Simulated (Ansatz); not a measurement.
I need a single point in a Gaussian basis of CH7AlB2Si, SMILES CB1[BH][AlH][SiH2]1. Use the Ansatz DFT code, driven from Python. Settings: CAM-B3LYP, 6-31G* basis, multiplicity 1.

```xyz
12

C    -1.8412   -0.2876    0.8760
B    -0.4326   -0.0104    0.2967
B     0.9168    0.7878    0.9337
Al    2.3494    0.4938   -0.6400
Si    0.4295   -0.5223   -1.3890
H    -2.3724    0.7530    1.0568
H    -1.8034   -0.8175    1.8136
H    -2.4510   -0.7924    0.1161
H     1.1206    1.3581    2.0185
H     3.7802    0.7940   -1.0555
H    -0.1945    0.1540   -2.5078
H     0.5756   -1.9658   -1.4850
```

The script, `ch7alb2si.py`:
```python
from dataclasses import dataclass
from pathlib import Path
import json

import ansatz as az


@dataclass
class RunConfig:
    basis_set: str = "6-31G*"
    xc: str = "CAM-B3LYP"


opts = RunConfig()

GEOMETRY = """
C    -1.84120   -0.28760    0.87600
B    -0.43260   -0.01040    0.29670
B     0.91680    0.78780    0.93370
Al    2.34940    0.49380   -0.64000
Si    0.42950   -0.52230   -1.38900
H    -2.37240    0.75300    1.05680
H    -1.80340   -0.81750    1.81360
H    -2.45100   -0.79240    0.11610
H     1.12060    1.35810    2.01850
H     3.78020    0.79400   -1.05550
H    -0.19450    0.15400   -2.50780
H     0.57560   -1.96580   -1.48500
"""

ch7alb2si = az.Crystal.molecule()
for line in GEOMETRY.strip().splitlines():
    symbol, *xyz = line.split()
    ch7alb2si = ch7alb2si.atom(symbol, [float(v) for v in xyz])

calc = ch7alb2si.calculation().basis(gaussian=opts.basis_set).functional(opts.xc).accuracy("high").orbitals()
done = calc.run(runs_dir="ch7alb2si_runs")
report = done.report

print(f"E = {report['free_energy_ev']:.6f} eV = {report['free_energy_ev'] / 27.211386246:.7f} Ha")
print("converged:", report["converged"], " doubts:", report["published_state_doubts"] or "none")

state = report["mean_field"]["state"]
print(f"mean field: {state['energy']['hartree']:.7f} Ha, <S^2> = {abs(state['spin_squared']):.4f}, stability: {state.get('stability', {}).get('kind')}")

lines = Path(report["orbitals_path"]).read_text().splitlines()
field_of = lambda key: [line.split("=")[1].strip() for line in lines if line.startswith(key)]
orbitals = [(27.211386 * float(e), s, float(n)) for e, s, n in zip(field_of("Ene="), field_of("Spin="), field_of("Occup="))]
homo = max(e for e, _, n in orbitals if n > 0.5)
lumo = min(e for e, _, n in orbitals if n < 0.5)
print(f"HOMO {homo:.3f} eV, LUMO {lumo:.3f} eV, gap {lumo - homo:.3f} eV")
with open("ch7alb2si.json", "w") as handle:
    json.dump({k: report[k] for k in ("free_energy_ev", "reference_energy_ev", "n_occupied", "n_virtual")}, handle, indent=1)
```

`python ch7alb2si.py` gives:
```text
E = -16971.311611 eV = -623.6841981 Ha
converged: True  doubts: none
mean field: -623.6841981 Ha, <S^2> = 0.0000, stability: minimum
HOMO -6.826 eV, LUMO -2.554 eV, gap 4.272 eV
```

File `ch7alb2si.json` afterwards:
```json
{
 "free_energy_ev": -16971.311611304576,
 "reference_energy_ev": -16971.311611304576,
 "n_occupied": [
  25,
  25
 ],
 "n_virtual": [
  72,
  72
 ]
}
```

What to keep in mind:
- These settings explore the input space; basis and method may be short of convergence.
- The geometry is a force-field or estimated start, not a minimum of this method, and the basis set is short of its limit.
- Levels such as HOMO and LUMO are orbital energies: with these approximate functionals they aren't the ionisation energy and electron affinity, and their gap isn't the fundamental gap.
- Wall time of the script: 17 s on 1 thread of Arm Neoverse V2 (shared host), peak memory 0.49 GiB.
